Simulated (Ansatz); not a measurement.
CsLiCr2Te2S3 in Ansatz: the effect of Hubbard term

CsLiCr2Te2S3:

```
Cs Li Cr Te S
1.0
     3.67471   -0.00018   -0.00146
     0.00068    6.25849    0.00267
     0.09970    0.01509   18.87835
Cs Li Cr Te S
2 2 4 4 6
Direct
  0.00702 0.99658 0.60964
  0.50622 0.49563 0.63737
  0.49757 0.83290 0.98554
  0.99760 0.33501 0.98513
  0.99390 0.00068 0.13453
  0.49393 0.50024 0.13461
  0.00147 0.66940 0.83098
  0.50140 0.16737 0.83340
  0.01027 0.59621 0.46271
  0.51068 0.22697 0.45459
  0.49158 0.83669 0.22777
  0.99165 0.33648 0.22784
  0.99971 0.99979 0.90043
  0.49974 0.50461 0.89926
  0.99553 0.66614 0.07188
  0.49551 0.16656 0.07160
  0.50316 0.84068 0.76492
  0.00305 0.32804 0.76778
```

The cell was built by a generator and needn't be a form met in nature.

Alike in all runs:

```yaml
Program: Ansatz 0.2.0
Task: projected density of states
Functional: PBE
Potentials_or_basis: Ansatz PAW
Cutoff: "420 eV (not typed: the program's choice for these potentials)"
k_mesh: 7 × 5 × 2
Occupations: fermi-dirac, width 0.05 eV
Spin: collinear spin, ferromagnetic start
Starting_moments: "[0.0, 0.0, 0.0, 0.0, 3.0, 3.0, 3.0, 3.0, 0.0, 0.0, 0.0, 0.0, 0.0, 0.0, 0.0, 0.0, 0.0, 0.0] μB"
Hubbard_projectors: ortho-atomic (the default)
Double_counting: fll (the default)
```

One run gave: pressure 2.5 GPa; moment 12.03 μB; largest force 0.74 eV/Å. Which Hubbard term did it use?
A. Cr d U = 4 eV
B. Cr d U = 2 eV
C. Cr d U = 6 eV

A.

```tsv
Hubbard term	pressure (GPa)	moment (μB)	largest force (eV/Å)
Cr d U = 2 eV	1.2	11.79	0.39
Cr d U = 4 eV	2.5	12.03	0.74
Cr d U = 6 eV	3.9	12.20	1.06
```

Caveats: the magnetic or orbital state may not be the lowest; only a ferromagnetic start was run, and an antiferromagnetic order may lie lower in energy; the density of states is complete only up to the lowest level of the last band computed; forces of over 1 eV/Å show positions far from the minimum, so gaps and moduli don't describe the material at rest (some runs).
